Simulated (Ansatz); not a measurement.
# PbSe: a single-point run

Wanted: a converged single-point run for PbSe, and a check of what comes out. The structure is shown as the input types it.

Program: Ansatz 0.2.0. Level of theory: density functional or hybrid calculation with the settings of its input, plane waves. These are calculated values, not measurements.

3 further runs of the same task are left out: 3 that didn't finish.

## (1) The structure to begin with

It takes space group Fm-3m (No. 225, cubic). Conventional cell: a = 6.177 Å, b = 6.177 Å, c = 6.177 Å, α = 90.00°, β = 90.00°, γ = 90.00°. Pb (site symmetry m-3m) is surrounded by 6 Se at 3.09 Å. Around Se (site symmetry m-3m) lie 6 Pb at 3.09 Å.

As a file:

```
Pb Se
1.0
     0.00000    3.08870    3.08870
     3.08870    0.00000    3.08870
     3.08870    3.08870    0.00000
Pb Se
1 1
Direct
  0.00000 0.00000 0.00000
  0.50000 0.50000 0.50000
```

## (2) The run

The input, input.yaml:

```yaml
crystal:
  lattice:
    - [0.0, 3.0887022205, 3.0887022205]
    - [3.0887022205, 0.0, 3.0887022205]
    - [3.0887022205, 3.0887022205, 0.0]
  atoms:
    - { symbol: Pb, position: [0.0, 0.0, 0.0] }
    - { symbol: Se, position: [0.5, 0.5, 0.5] }
kpoints:
  mp_grid: { grid: [6, 6, 6] }
hamiltonian:
  xc: pbe
scf:
  occupations: { method: gaussian, width: 1.5 }
  n_extra_bands: 4
output:
  forces: true
  stress: true
  eigenvalues: true
```

The run is started by

```console
$ ansatz run input.yaml --threads 4 --pin off --max-ram 3686MiB --backend cpu --events-out ev --progress --plain --runs-dir out
```

What happens when this is run?

This run ends as converged. That alone doesn't make the input a sound one.

In the input, scf.occupations.width is 1.5. The width is far wider than usual, so occupations near the Fermi level are blurred and the entropy term grows.

Run again and compare: set scf.occupations.width to 0.5.
